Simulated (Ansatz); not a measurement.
# Bi started on a Ti site and Bi started on a Ti site in perovskite SrTiO3, 40 atoms, charge 0

How does the host give way around this defect, what does it cost to form, and which levels does it put into the gap? The levels of theory are PBEsol and HSE06.

Method: density functional theory in Ansatz 0.2.0, PAW datasets, plane waves.

### 1 Starting point

40 atoms (8 Sr, 2 Bi, 6 Ti, 24 O); a = 7.783 Å, b = 7.783 Å, c = 7.783 Å, α = 90.00°, β = 90.00°, γ = 90.00°. All atoms were shaken off their sites by about 0.02 Å along each axis. Defect site 1: (0.250, 0.250, 0.250). Defect site 2: (0.250, 0.250, 0.750).

The runs, in order: (2) PBEsol relaxation at the single k point (¼, ¼, ¼), on 8 threads of AMD EPYC 9R45; (3) HSE06 single point at the single k point (¼, ¼, ¼), on 8 threads of AMD EPYC 9R45.

### 2 Relaxing the atoms with PBEsol

Contents of in.yaml:

```yaml
crystal:
  lattice:
    - [7.782821, 0.000000, 0.000000]
    - [0.000000, 7.782821, 0.000000]
    - [0.000000, 0.000000, 7.782821]
  atoms:
    - { symbol: Sr, position: [0.999998, 0.000993, 0.002954] }
    - { symbol: Sr, position: [0.000073, 0.003927, 0.502761] }
    - { symbol: Sr, position: [0.002611, 0.501760, 0.005675] }
    - { symbol: Sr, position: [0.998898, 0.502289, 0.501346] }
    - { symbol: Sr, position: [0.501234, 0.000334, 0.999773] }
    - { symbol: Sr, position: [0.498815, 0.998908, 0.501867] }
    - { symbol: Sr, position: [0.493988, 0.502747, 0.999641] }
    - { symbol: Sr, position: [0.499061, 0.502570, 0.501018] }
    - { symbol: Bi, position: [0.248759, 0.249043, 0.245501] }
    - { symbol: Bi, position: [0.249767, 0.251286, 0.744192] }
    - { symbol: Ti, position: [0.249340, 0.751388, 0.246728] }
    - { symbol: Ti, position: [0.243502, 0.753679, 0.747342] }
    - { symbol: Ti, position: [0.746921, 0.248578, 0.251034] }
    - { symbol: Ti, position: [0.751857, 0.251046, 0.750202] }
    - { symbol: Ti, position: [0.748364, 0.753090, 0.249616] }
    - { symbol: Ti, position: [0.752914, 0.750925, 0.745374] }
    - { symbol: O, position: [0.257159, 0.248075, 0.002250] }
    - { symbol: O, position: [0.248217, 0.248410, 0.500627] }
    - { symbol: O, position: [0.249316, 0.750799, 0.000633] }
    - { symbol: O, position: [0.247605, 0.749735, 0.497169] }
    - { symbol: O, position: [0.748339, 0.245543, 0.002819] }
    - { symbol: O, position: [0.749889, 0.250765, 0.501809] }
    - { symbol: O, position: [0.750298, 0.748427, 0.996201] }
    - { symbol: O, position: [0.750846, 0.753487, 0.500096] }
    - { symbol: O, position: [0.000724, 0.248871, 0.247110] }
    - { symbol: O, position: [0.998596, 0.247401, 0.748127] }
    - { symbol: O, position: [0.002461, 0.748667, 0.251426] }
    - { symbol: O, position: [0.004917, 0.746133, 0.752248] }
    - { symbol: O, position: [0.498487, 0.249731, 0.248838] }
    - { symbol: O, position: [0.499431, 0.248804, 0.748161] }
    - { symbol: O, position: [0.494002, 0.751144, 0.249339] }
    - { symbol: O, position: [0.499683, 0.749578, 0.747395] }
    - { symbol: O, position: [0.249758, 0.002680, 0.250196] }
    - { symbol: O, position: [0.249168, 0.999958, 0.754073] }
    - { symbol: O, position: [0.252247, 0.499154, 0.252404] }
    - { symbol: O, position: [0.245764, 0.495649, 0.750134] }
    - { symbol: O, position: [0.750954, 0.999158, 0.251541] }
    - { symbol: O, position: [0.745337, 0.001263, 0.751268] }
    - { symbol: O, position: [0.756660, 0.498924, 0.250914] }
    - { symbol: O, position: [0.752251, 0.502943, 0.754459] }
  symmetry: { detect: false }
kpoints:
  mp_grid: { grid: [1, 1, 1], shift: [0.25, 0.25, 0.25] }
hamiltonian:
  xc: pbesol
scf:
  occupations: { method: fermi_dirac, width: 0.01 }
relax:
  f_tol: 0.03
  max_steps: 80
  escape_saddle: false
  adjacent_minimum: "off"
output:
  forces: true
  eigenvalues: true
  populations: true
```

Started as:

```
> ansatz run in.yaml --threads 8 --pin off --max-ram 13300MiB --runs-dir r --events-out ev --progress --plain
```

Further steps of the session: Single point with HSE06.

**Question.** What will these runs give? Wanted: for each run, formation energy; host gap; top filled to lowest empty.

The runs gave:

```
             level                  time  formation energy (eV)  host gap (eV)  top filled to lowest empty (eV)
PBEsol, relaxation  23 s (8 CPU threads)                  16.88           1.46                             1.03
             HSE06  33 s (8 CPU threads)                  18.86           2.99                             1.76
```

```
     quantity                              value
   relaxation  14 recorded steps, 5.75 eV gained
largest shift      0.62 Å (O18 and others alike)
```

The relaxation lowers the energy by 5.75 eV; the largest shift is 0.62 Å (O18 and others alike). The formation energy goes from 16.88 eV (PBEsol) to 18.86 eV (HSE06). The reservoirs are the elements' reference phases; where the defect changes the composition, the value depends on that choice. HSE06 shows no level inside the gap that the count of atoms sharing it marks as tightly localised. A filled level lies near or above the host's conduction edge and spreads over many atoms, so that electron is band-like or shallow, not bound in a deep state; the formation energy is then not that of a true charge state of the defect. The one k point lies off Γ, so the host's band edges aren't sampled; a defect level near or above the conduction edge can stay filled here though it would empty into the band on a fuller mesh. Spin–orbit coupling is left out, which matters for the band edges of the heavier elements here. The host's edges were read at Γ, so band-like levels at this k point need not coincide with them. One k point and a cell of this size can leave errors of several tenths of an eV.
